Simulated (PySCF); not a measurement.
# SnH4: fields and orbitals

Aim: take SnH4 and analyse its density (charges, bond critical points, surface potential), see where an electron leaves and enters and measure its response to a uniform field.

Program: PySCF 2.14.0. Level of theory: levels as typed in each script, gas phase, geometry from GFN2-xTB. These are calculated values, not measurements.

**1. Where the work starts**

SMILES `[SnH4]`, 5 atoms, charge 0, spin multiplicity 1.

Bond lengths: Sn1–H2 1.638 Å, Sn1–H3 1.638 Å, Sn1–H4 1.638 Å, Sn1–H5 1.638 Å. Angles: H2–Sn1–H3 109.5°, H2–Sn1–H4 109.5°, H2–Sn1–H5 109.5°, H3–Sn1–H4 109.5°, H3–Sn1–H5 109.5°, H4–Sn1–H5 109.5°.

Geometry (Å):

| atom | x (Å) | y (Å) | z (Å) |
| --- | --- | --- | --- |
| Sn1 | 0.0000 | 0.0000 | 0.0000 |
| H2 | -0.9460 | -1.2436 | -0.4929 |
| H3 | -0.9460 | 1.2436 | 0.4929 |
| H4 | 0.9462 | -0.4930 | 1.2435 |
| H5 | 0.9462 | 0.4930 | -1.2435 |

**2. Density, bond paths and surface potential (PBE0/def2-tzvp)**

input.py reads:

```python
import numpy as np
from pyscf import gto, scf, dft
from pyscf.scf import atom_ks, atom_hf
from scipy.linalg import block_diag

def solve(mol, dm0=None, hcore=None):
    mf = (dft.UKS if mol.spin else dft.RKS)(mol, xc='pbe0')
    mf.grids.level = 3
    mf = mf.density_fit(auxbasis='def2-universal-jkfit')
    mf.conv_tol, mf.max_cycle = 1e-8, 80
    if hcore is not None:
        mf.get_hcore = lambda *args: hcore
    mf.kernel(dm0)
    if not mf.converged:
        mf = mf.newton().run(mf.mo_coeff, mf.mo_occ, max_cycle=30)
    assert mf.converged, 'SCF not converged'
    return mf

mol = gto.M(atom='''
Sn    -0.00001     0.00000     0.00000
H     -0.94602    -1.24362    -0.49295
H     -0.94602     1.24363     0.49295
H      0.94620    -0.49301     1.24346
H      0.94620     0.49302    -1.24346
''', basis='def2-tzvp', ecp={'Sn': 'def2-tzvp'}, charge=0, spin=0, verbose=4)
mf = solve(mol)
mf.analyze()
# spherically averaged free atoms, for the promolecule
atom_ks.AtomSphAverageRKS.init_guess_by_vsap = lambda self, mol=None: self.init_guess_by_minao(mol)  # core potentials
atm = atom_ks.get_atm_nrks(mol, xc='pbe0')
pro = block_diag(*[(atm[a[0]][2] * atm[a[0]][3]) @ atm[a[0]][2].T for a in mol._atom])
np.savez('result.npz', e=mf.e_tot, c=mf.mo_coeff, occ=mf.mo_occ, eps=mf.mo_energy, pro=pro, dip=mf.dip_moment(verbose=0), s2=mf.spin_square()[0])
```

Command:

```console
> OMP_NUM_THREADS=1 python input.py
```

**4. Removing and adding an electron (PBE0/def2-tzvp)**

Changes to input.py since step 2:

```diff
@@ -26,3 +26,12 @@
 mf = solve(mol)
-mf.analyze()
+out = dict(e0=mf.e_tot, dm0=mf.make_rdm1(), c=mf.mo_coeff, occ=mf.mo_occ, eps=mf.mo_energy)
+for name, dq, spin in [('cation', 1, 1)]:
+    ion = mol.copy().set(charge=mol.charge + dq, spin=spin).build()
+    mi = solve(ion)
+    if spin and dq > 0 and mol.nao < 130:
+        c, _, stable, _ = mi.stability(return_status=True)
+        if not stable:
+            mi = solve(ion, mi.make_rdm1(c, mi.mo_occ))
+    print(name, 'vertical energy change / eV', (mi.e_tot - mf.e_tot) * 27.211386)
+    out.update({'e_' + name: mi.e_tot, 'dm_' + name: mi.make_rdm1(), 's2_' + name: mi.spin_square()[0], 'eps_' + name: mi.mo_energy, 'occ_' + name: mi.mo_occ})
 # spherically averaged free atoms, for the promolecule
@@ -31,2 +40,2 @@
 pro = block_diag(*[(atm[a[0]][2] * atm[a[0]][3]) @ atm[a[0]][2].T for a in mol._atom])
-np.savez('result.npz', e=mf.e_tot, c=mf.mo_coeff, occ=mf.mo_occ, eps=mf.mo_energy, pro=pro, dip=mf.dip_moment(verbose=0), s2=mf.spin_square()[0])
+np.savez('result.npz', pro=pro, **out)
```

**5. Response to an electric field (PBE0/def2-tzvp)**

input.py reads:

```python
import numpy as np
from pyscf import gto, scf, dft
from pyscf.scf import atom_ks, atom_hf
from scipy.linalg import block_diag

def solve(mol, dm0=None, hcore=None):
    mf = (dft.UKS if mol.spin else dft.RKS)(mol, xc='pbe0')
    mf.grids.level = 3
    mf = mf.density_fit(auxbasis='def2-universal-jkfit')
    mf.conv_tol, mf.max_cycle = 1e-8, 80
    if hcore is not None:
        mf.get_hcore = lambda *args: hcore
    mf.kernel(dm0)
    if not mf.converged:
        mf = mf.newton().run(mf.mo_coeff, mf.mo_occ, max_cycle=30)
    assert mf.converged, 'SCF not converged'
    return mf

mol = gto.M(atom='''
Sn    -0.00001     0.00000     0.00000
H     -0.94602    -1.24362    -0.49295
H     -0.94602     1.24363     0.49295
H      0.94620    -0.49301     1.24346
H      0.94620     0.49302    -1.24346
''', basis='def2-tzvp', ecp={'Sn': 'def2-tzvp'}, charge=0, spin=0, verbose=4)
field = np.array([0.004, 0.0, 0.0])  # atomic units
mol.set_common_orig(mol.atom_charges() @ mol.atom_coords() / mol.atom_charges().sum())
mf = solve(mol)
out = dict(dm0=mf.make_rdm1(), d0=mf.dip_moment(unit='AU'), e0=mf.e_tot)
for name, sign in (('p', 1), ('m', -1)):
    h = mf.get_hcore() + sign * np.einsum('x,xij->ij', field, mol.intor('int1e_r'))
    mi = solve(mol, mf.make_rdm1(), h)
    out.update({'dm' + name: mi.make_rdm1(), 'd' + name: mi.dip_moment(unit='AU'), 'e' + name: mi.e_tot})
# spherically averaged free atoms, for the promolecule
atom_ks.AtomSphAverageRKS.init_guess_by_vsap = lambda self, mol=None: self.init_guess_by_minao(mol)  # core potentials
atm = atom_ks.get_atm_nrks(mol, xc='pbe0')
pro = block_diag(*[(atm[a[0]][2] * atm[a[0]][3]) @ atm[a[0]][2].T for a in mol._atom])
np.savez('result.npz', pro=pro, **out)
```

(Steps that only read results are left out.)

Q: Predict the outcome of this session. Wanted: dipole moment; HOMO, LUMO; polarisability along the field.

As calculated:

| quantity | value |
| --- | --- |
| dipole moment (PBE0/def2-tzvp) | 0.00 D |
| HOMO, LUMO (PBE0/def2-tzvp) | -9.26, 0.92 eV |
| polarisability along the field (PBE0/def2-tzvp) | 38.8 bohr³ |

**Reading.** At PBE0/def2-tzvp: The highest Hirshfeld charge is on Sn1 (+0.38 e), the lowest on H2, H3, H4 and H5 (−0.10 e). All values hold at the given geometry, in the gas phase.
